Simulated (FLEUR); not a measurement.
**Zr3S2: band structure with PBE**

Crystal: Zr3S2.

```
Zr S
1.0
     2.90254    1.67578    3.48777
    -2.90254    1.67578    3.48777
     0.00000   -3.35156    3.48777
Zr S
3 2
Cartesian
  0.9832 1.7029 5.2317
  0.9832 -1.7029 5.2317
  -1.9663 0.0000 5.2317
  0.0000 0.0000 6.9583
  0.0000 0.0000 3.5050
```

The cell comes from a database or a generator and needn't be the stable form of this composition.

* Program: FLEUR MaX-R8.1 (later development tree)
* Task: band structure
* Functional: PBE
* Potentials or basis: all-electron
* Basis: FLAPW
* Kmax: 5.03 1/bohr
* k mesh: 6 × 6 × 6
* Occupations: fermi-dirac, width 0.05 eV
* Spin: no spin polarisation
* Gmax: 15.6 1/bohr
* Muffin-tin radii: Zr 2.61, S 1.95 bohr
* lmax: Zr 10, S 8
* lnonsphr: Zr 10, S 8
* Local orbitals a species: Zr 5, S 4
* Max iterations: 60
* Mixing factor: 0.05
* Mixer: Anderson
* Mixer history: 15
* Density convergence: 1e-05 me/bohr^3

```
Band gap along the path                               : none (metal or under the smearing width)
Valence electrons inside the program's atomic spheres : Zr 10.00; S 3.83 (radii Zr 2.61, S 1.95 bohr)
```

Levels at the corners of the path, in eV from the Fermi level:
```csv
point,band 20,band 21,band 22,band 23,band 24,band 25,band 26,band 27,band 28,band 29
Γ,-4.07,-2.59,-1.82,0.10,0.10,0.70,0.70,2.00,2.75,2.75
L,-3.68,-1.20,-1.11,-0.85,-0.66,-0.12,1.01,1.77,1.78,2.47
B1,-3.91,-1.27,-1.08,-0.61,-0.51,0.42,0.86,0.91,1.47,2.10
B,-3.91,-1.27,-1.08,-0.61,-0.51,0.42,0.86,0.91,1.47,2.10
Z,-4.32,-0.77,-0.39,-0.17,-0.17,0.33,0.33,1.08,1.08,2.20
Γ,-4.07,-2.59,-1.82,0.10,0.10,0.70,0.70,2.00,2.75,2.75
X,-3.65,-1.78,-1.24,-0.96,-0.32,0.30,0.91,1.93,2.04,2.29
Q,-3.65,-1.78,-1.24,-0.96,-0.32,0.30,0.91,1.93,2.04,2.29
F,-3.73,-1.86,-1.21,-0.82,-0.28,-0.04,0.92,1.90,2.00,2.14
P1,-3.97,-1.22,-0.90,-0.48,-0.46,0.29,0.80,0.81,1.38,1.98
Z,-4.32,-0.77,-0.39,-0.17,-0.17,0.33,0.33,1.08,1.08,2.20
L,-3.68,-1.20,-1.11,-0.85,-0.66,-0.12,1.01,1.77,1.78,2.47
P,-3.97,-1.22,-0.90,-0.48,-0.46,0.29,0.80,0.81,1.38,1.98
```

Core levels (eV from the Fermi level):
```tsv
atom	levels
1 Zr	1s1/2 -17811.9, 2s1/2 -2462.9, 2p1/2 -2254.0, 2p3/2 -2168.1, 3s1/2 -399.1, 3p1/2 -321.3, 3p3/2 -307.7, 3d3/2 -170.6, 3d5/2 -168.1
2 Zr	1s1/2 -17811.9, 2s1/2 -2462.9, 2p1/2 -2254.0, 2p3/2 -2168.1, 3s1/2 -399.1, 3p1/2 -321.3, 3p3/2 -307.7, 3d3/2 -170.6, 3d5/2 -168.1
3 Zr	1s1/2 -17811.9, 2s1/2 -2462.9, 2p1/2 -2254.0, 2p3/2 -2168.1, 3s1/2 -399.1, 3p1/2 -321.3, 3p3/2 -307.7, 3d3/2 -170.6, 3d5/2 -168.1
4 S	1s1/2 -2400.7, 2s1/2 -206.8, 2p1/2 -152.4, 2p3/2 -151.1
5 S	1s1/2 -2400.7, 2s1/2 -206.8, 2p1/2 -152.4, 2p3/2 -151.1
```

Wall time 39 min on 1 thread of Arm Neoverse V2 (shared host), peak memory 0.23 GiB.
